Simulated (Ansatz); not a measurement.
# TiSi16: the cost of one run

All numbers below are computed with Ansatz 0.2.0 (DFT PBE, plane waves, PAW, scalar-relativistic, no spin polarisation).

## (1) The system as given

The cell holds 17 atoms (Si16Ti): a = 7.679 Å, b = 7.679 Å, c = 7.679 Å, α = 60.00°, β = 60.00°, γ = 60.00°.

Its coordinates follow in the input file.

## (2) End point A

input.yaml reads:

```yaml
crystal:
  lattice:
    - [0.0, 5.43, 5.43]
    - [5.43, 0.0, 5.43]
    - [5.43, 5.43, 0.0]
  atoms:
    - { symbol: Si, position: [0.0, 0.0, 0.0] }
    - { symbol: Si, position: [0.125, 0.125, 0.125] }
    - { symbol: Si, position: [0.0, 0.0, 0.5] }
    - { symbol: Si, position: [0.125, 0.125, 0.625] }
    - { symbol: Si, position: [0.0, 0.5, 0.0] }
    - { symbol: Si, position: [0.125, 0.625, 0.125] }
    - { symbol: Si, position: [0.0, 0.5, 0.5] }
    - { symbol: Si, position: [0.125, 0.625, 0.625] }
    - { symbol: Si, position: [0.5, 0.0, 0.0] }
    - { symbol: Si, position: [0.625, 0.125, 0.125] }
    - { symbol: Si, position: [0.5, 0.0, 0.5] }
    - { symbol: Si, position: [0.625, 0.125, 0.625] }
    - { symbol: Si, position: [0.5, 0.5, 0.0] }
    - { symbol: Si, position: [0.625, 0.625, 0.125] }
    - { symbol: Si, position: [0.5, 0.5, 0.5] }
    - { symbol: Si, position: [0.625, 0.625, 0.625] }
    - { symbol: Ti, position: [0.8081225, 0.3096291, 0.309595] }
basis:
  ecutwfc: 420.0
kpoints:
  mp_grid: { grid: [2, 2, 2] }
hamiltonian:
  xc: pbe
  pseudopotentials: { kind: paw, azcp: { folder: soft_1 } }
scf:
  occupations: { method: fermi_dirac, width: 0.05 }
  lower_state_search: "off"
relax:
  f_tol: 0.03
  max_steps: 60
  adjacent_minimum: "off"
```

On the command line:

```
ansatz run input.yaml --threads 1 --pin off --max-ram 3072MiB --backend cpu --events-out ev --progress --plain --runs-dir out
```

**Question.** How long does this run take on 1 thread of Arm Neoverse V2, shared host, and how much memory does it need?

About 62 s, with a peak of 0.54 GiB.
